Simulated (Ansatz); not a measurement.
A nudged elastic band was laid between two geometries of a periodic cell of 17 atoms, Rb16H (host Rb, host structure bcc, interstitial H).

All numbers below come from Ansatz 0.2.0, DFT PBEsol, scalar-relativistic, plane waves, PAW. Settings: cutoff 420 eV, k mesh 2x2x2, gaussian smearing 0.15 eV, no spin polarisation.

```yaml
movable_images: 5
climbing_image: yes
spring: 5.0 eV/Å²
optimiser: quadratic models (default)
start_path: straight line
force_threshold: 0.03 eV/Å
iteration_limit: 80
end_points: relaxed
```

Initial state:

```xyz
17
Lattice="11.1800 0.0000 0.0000 0.0000 11.1800 0.0000 0.0000 0.0000 11.1800" Properties=species:S:1:pos:R:3
Rb 0.001 0.033 -0.409
Rb 5.591 -0.162 -0.195
Rb 0.001 5.355 0.180
Rb 0.001 0.038 6.002
Rb 2.930 2.568 2.797
Rb 5.590 5.806 0.140
Rb 5.591 -0.160 5.791
Rb 8.251 2.569 2.797
Rb 0.001 5.353 5.416
Rb 2.605 8.545 2.799
Rb 2.963 3.032 8.389
Rb 5.590 5.805 5.456
Rb 8.577 8.544 2.799
Rb 8.218 3.032 8.389
Rb 2.382 8.339 8.388
Rb 8.799 8.338 8.388
H 0.000 9.777 8.386
```

Final state:

```xyz
17
Lattice="11.1800 0.0000 0.0000 0.0000 11.1800 0.0000 0.0000 0.0000 11.1800" Properties=species:S:1:pos:R:3
Rb -0.005 -0.410 0.041
Rb 5.587 -0.193 -0.160
Rb -0.005 6.002 0.041
Rb -0.003 0.173 5.355
Rb 2.929 2.797 2.577
Rb 5.587 5.786 -0.161
Rb 5.586 0.138 5.809
Rb 8.244 2.797 2.578
Rb -0.003 5.420 5.355
Rb 2.965 8.386 3.029
Rb 2.596 2.796 8.546
Rb 5.586 5.455 5.810
Rb 8.208 8.386 3.031
Rb 8.577 2.796 8.545
Rb 2.383 8.387 8.345
Rb 8.793 8.387 8.346
H -0.003 8.386 9.783
```

(1) What changes between the two ends?

(2) What energy profile does the band end with?

(3) What is the geometry of the highest image?

## Answers

(1) The atom that moves furthest is H17, by 1.97 Å; four of its nearest neighbours are Rb15 2.78, Rb16 2.78, Rb1 2.78, Rb4 2.79 Å at the first end and Rb1 2.78, Rb16 2.78, Rb3 2.78, Rb15 2.79 Å at the last.

(2) The forces met the threshold. The highest image is number 3 of 0 to 6, 0.073 eV above the ends, which have the same energy within 2 meV. By the program's own check the climbing image is of a kind that is not told: the force calls were inconclusive, a negative curvature could not be distinguished from the path's own, the only one lies far off the path, or fixed occupations may fill a level only in part (lowest curvatures found: -0.09 and 0.03 eV/Å²). Limits of this set-up: coarse k mesh, odd electron count without spin, a small cell, in which the defect meets its images, a typed lattice constant that wasn't relaxed here.

| image | path coordinate (Å) | energy (eV) | Rb1–Rb4 (Å) | Rb4–H17 (Å) | Rb1–Rb3 (Å) |
| --- | --- | --- | --- | --- | --- |
| 0 | 0.00 | 0.000 | 4.77 | 2.79 | 5.35 |
| 1 | 0.72 | 0.015 | 4.68 | 2.81 | 5.39 |
| 2 | 1.44 | 0.049 | 4.63 | 2.93 | 4.98 |
| 3 | 2.16 | 0.073 | 4.64 | 3.32 | 4.64 |
| 4 | 2.88 | 0.049 | 4.99 | 4.23 | 4.63 |
| 5 | 3.60 | 0.014 | 5.39 | 4.89 | 4.68 |
| 6 | 4.32 | 0.000 | 5.35 | 5.33 | 4.77 |

(3) 
```xyz
17
Lattice="11.1800 0.0000 0.0000 0.0000 11.1800 0.0000 0.0000 0.0000 11.1800" Properties=species:S:1:pos:R:3
Rb -0.003 -0.366 -0.363
Rb 5.588 0.007 0.010
Rb -0.003 6.175 -0.333
Rb -0.003 -0.335 6.177
Rb 2.514 2.705 2.707
Rb 5.589 5.642 0.192
Rb 5.589 0.190 5.644
Rb 8.663 2.705 2.707
Rb -0.001 5.638 5.641
Rb 2.738 8.504 2.927
Rb 2.739 2.924 8.507
Rb 5.589 5.469 5.472
Rb 8.439 8.504 2.927
Rb 8.438 2.924 8.507
Rb 2.819 8.343 8.345
Rb 8.363 8.345 8.347
H -0.002 8.777 8.780
```

Run time: 6.8 min on 4 threads of AMD EPYC 9R45 (Zen 5), with other jobs on the host, peak memory 7 GiB.
